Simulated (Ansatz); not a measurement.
# AlGaCl (sextet): from Hartree-Fock to the top rungs, cc-pVDZ

An exercise on one series of results from a longer session: the logs are not shown, and one member is left open.

The runs use Ansatz 0.2.0, Gaussian basis; cc-pVDZ, core rule «outside noble gas», up to 24 orbitals frozen.

To be run: UHF; CCSD(T) on ROHF; CCSD(T) on UHF; BCCD(T) on ROHF; CISD; CCSDT(Q) on ROHF; CCSDT(Q) on UHF.

36 further runs of the same task are left out: 11 for a known fault of the program, 13 that didn't finish, 12 set aside as unsound or not needed.

## The system

The geometry is a PBE0/def2-TZVP stationary point (not a proven minimum) of the parent state, kept for this charge and spin. No spin-orbit coupling is included. The filled d shell of Ga may be among the frozen orbitals whatever the setting's name suggests; the logs give the count.

3 atoms, charge 0, spin multiplicity 6.

Atoms are counted from 1 here; the program's logs count them from 0.

Bond lengths: Cl1–Al2 2.091 Å, Al2–Ga3 2.316 Å. Angles: Cl1–Al2–Ga3 180.0°.

As a file:

```
Cl    0.00000    0.00000   -2.16600
Al    0.00000    0.00000   -0.07520
Ga    0.00000    0.00000    2.24120
```

The first run:

in.yaml reads:

```yaml
crystal:
  periodic: [false, false, false]
  atoms:
    - {symbol: Cl, position_ang: [0.000000, 0.000000, -2.166000]}
    - {symbol: Al, position_ang: [0.000000, 0.000000, -0.075200]}
    - {symbol: Ga, position_ang: [0.000000, 0.000000, 2.241200]}
basis:
  gaussian: {orbitals: cc-pVDZ}
magnetization: {spin_polarized: true, initial_magnetization: 5}
hamiltonian: {xc: hf}
output: {orbitals: {seedname: orbitals}}
```

The run is started by

```
> ansatz run in.yaml --threads 1 --pin off --events-out ev --progress --plain --max-ram 2393MiB
```

Steps of the session up to this table: UHF; CCSD(T) on ROHF; CCSD(T) on UHF; BCCD(T) on ROHF; CISD; CCSDT(Q) on ROHF; CCSDT(Q) on UHF.

One table of the session follows, with a row left open; its other results are not shown here.

It belongs to the step «Misses and costs». 

```
   method  from RCCSDT(Q) (kJ/mol)
     ROHF                   +565.2
      UHF                   +557.7
     RMP2                    +80.8
     UMP2                        ?
    RCCSD                    +20.3
    UCCSD                    +16.4
 RCCSD(T)                     +4.3
 UCCSD(T)                     +0.6
  BCCD(T)                     +4.3
   RCCSDT                     +1.4
   UCCSDT                     -2.3
RCCSDT(Q)                        0
UCCSDT(Q)                     -3.9
```

Estimate the missing values for UMP2.

**Answer.** from RCCSDT(Q) (kJ/mol): +76.7. In the column «from RCCSDT(Q) (kJ/mol)» it lies between RCCSD (+20.3) and RMP2 (+80.8).

Not comparable, so not listed: CISD (they don't share determinant, frozen orbitals or solution with the rows shown, or repeat one).

Limits of these values: Warnings: coupled cluster took another determinant than the lowest. Restricted and unrestricted rows rest on different reference determinants; where their highest levels disagree by more than a few hundredths of an eV, they describe different states and don't form one ladder.
